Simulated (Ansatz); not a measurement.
# AlSn: strong compression

Aim: compress AlSn step by step, far beyond the usual range, and follow pressure and electronic structure. Methods of the runs shown: PAW. Its runs: volume scaled by 1 (PAW); volume scaled by 0.8 (PAW); volume scaled by 0.75 (PAW); volume scaled by 0.65 (PAW).

Program: Ansatz 0.2.0. Level of theory: DFT, PBEsol, PAW with Ansatz's default frozen-core files, scalar-relativistic. These are calculated values, not measurements.

**1. The system as given**

Symmetry: P-6m2, No. 187, hexagonal system. Conventional cell: a = 4.198 Å, b = 4.198 Å, c = 3.307 Å, α = 90.00°, β = 90.00°, γ = 120.00°. Al (site symmetry -6m2) is surrounded by 6 Sn at 2.93 Å and 2 Al at 3.31 Å. Sn (site symmetry -6m2) has 6 Al at 2.93 Å and 2 Sn at 3.31 Å as nearest neighbours.

Coordinates:

```cif
data_structure
_symmetry_space_group_name_H-M 'P-6m2'
_symmetry_Int_Tables_number 187
_cell_length_a 4.1981
_cell_length_b 4.1981
_cell_length_c 3.3068
_cell_angle_alpha 90.000
_cell_angle_beta 90.000
_cell_angle_gamma 120.000
_cell_volume 50.47
loop_
_atom_site_label
_atom_site_type_symbol
_atom_site_symmetry_multiplicity
_atom_site_Wyckoff_symbol
_atom_site_fract_x
_atom_site_fract_y
_atom_site_fract_z
_atom_site_occupancy
Al1 Al 1 a 0.00000 0.00000 0.00000 1
Sn1 Sn 1 d 0.33333 0.66667 0.50000 1
```

The file gives the conventional cell by its symmetry; the runs use the cell typed in the input.

Whether this phase is the stable one at these pressures isn't tested.

Atoms are numbered in the order of the input: Al1, Sn2.

**2. Volume scaled by 1, PAW**

Input file input.yaml:

```yaml
crystal:
  lattice:
    - [4.1981056157, 0.0, 0.0]
    - [-2.0990528078, 3.6356661109, 0.0]
    - [0.0, 0.0, 3.306847]
  atoms:
    - { symbol: Al, position: [0.0, 0.0, 0.0] }
    - { symbol: Sn, position: [0.3333333333, 0.6666666667, 0.5] }
kpoints:
  mp_grid: { grid: [10, 10, 11] }
  band_path:
    path:
      - [0.0, 0.0, 0.0]
      - [0.5, 0.0, 0.0]
      - [0.3333333333, 0.3333333333, 0.0]
      - [0.0, 0.0, 0.0]
      - [0.0, 0.0, 0.5]
      - [0.5, 0.0, 0.5]
      - [0.3333333333, 0.3333333333, 0.5]
      - [0.0, 0.0, 0.5]
      - [0.5, 0.0, 0.5]
    npoints: 6
scf:
  occupations: { method: fermi_dirac, width: 0.05 }
hamiltonian:
  xc: pbesol
  pseudopotentials: { kind: paw }
output:
  forces: true
  stress: true
  eigenvalues: true
  efg: { contact_densities: true }
  populations: true
```

Started as:

```bash
$ ansatz run input.yaml --threads 1 --pin off --max-ram 2048MiB --backend cpu --events-out ev --progress --plain --runs-dir out
```

**3. Volume scaled by 0.8, PAW**

input.yaml, as its differences from that of step 2:

```diff
@@ -2,5 +2,5 @@
   lattice:
-    - [4.1981056157, 0.0, 0.0]
-    - [-2.0990528078, 3.6356661109, 0.0]
-    - [0.0, 0.0, 3.306847]
+    - [3.8971760296, 0.0, 0.0]
+    - [-1.9485880148, 3.3750534446, 0.0]
+    - [0.0, 0.0, 3.0698048219]
   atoms:
```

**4. Volume scaled by 0.75, PAW**

input.yaml, as its differences from that of step 3:

```diff
@@ -2,5 +2,5 @@
   lattice:
-    - [3.8971760296, 0.0, 0.0]
-    - [-1.9485880148, 3.3750534446, 0.0]
-    - [0.0, 0.0, 3.0698048219]
+    - [3.8142320826, 0.0, 0.0]
+    - [-1.9071160413, 3.3032218794, 0.0]
+    - [0.0, 0.0, 3.0044698905]
   atoms:
@@ -33 +33,5 @@
   populations: true
+  write_density: true
+  write_potential: true
+  elf: true
+  volumetric_format: npy
```

**5. Volume scaled by 0.65, PAW**

input.yaml, as its differences from that of step 4:

```diff
@@ -2,5 +2,5 @@
   lattice:
-    - [3.8142320826, 0.0, 0.0]
-    - [-1.9071160413, 3.3032218794, 0.0]
-    - [0.0, 0.0, 3.0044698905]
+    - [3.6365632526, 0.0, 0.0]
+    - [-1.8182816263, 3.1493561592, 0.0]
+    - [0.0, 0.0, 2.8645201868]
   atoms:
@@ -33,5 +33 @@
   populations: true
-  write_density: true
-  write_potential: true
-  elf: true
-  volumetric_format: npy
```

(Steps that only read results are left out.)

**Question.** What will these runs give? Wanted: PAW pressure at 0.65 of the volume; fitted bulk modulus at zero pressure.

As calculated:

```
                                  quantity     value
        PAW pressure at 0.65 of the volume  52.1 GPa
fitted bulk modulus at zero pressure (PAW)    57 GPa
                   its pressure derivative      4.28
```

**Reading.** By PAW the pressure climbs to 52 GPa at 0.65 of the first volume. One third-order Birch-Murnaghan curve follows these points (B₀ = 57 GPa, B′ = 4.28, misfit at most 0.05 GPa). A fit over so wide a range leans to the high pressures, so B₀ can be off by several per cent. No all-electron run checks these rows here, and frozen cores can fail under such compression. The ions are at rest, and the electrons smeared by 0.05 eV.
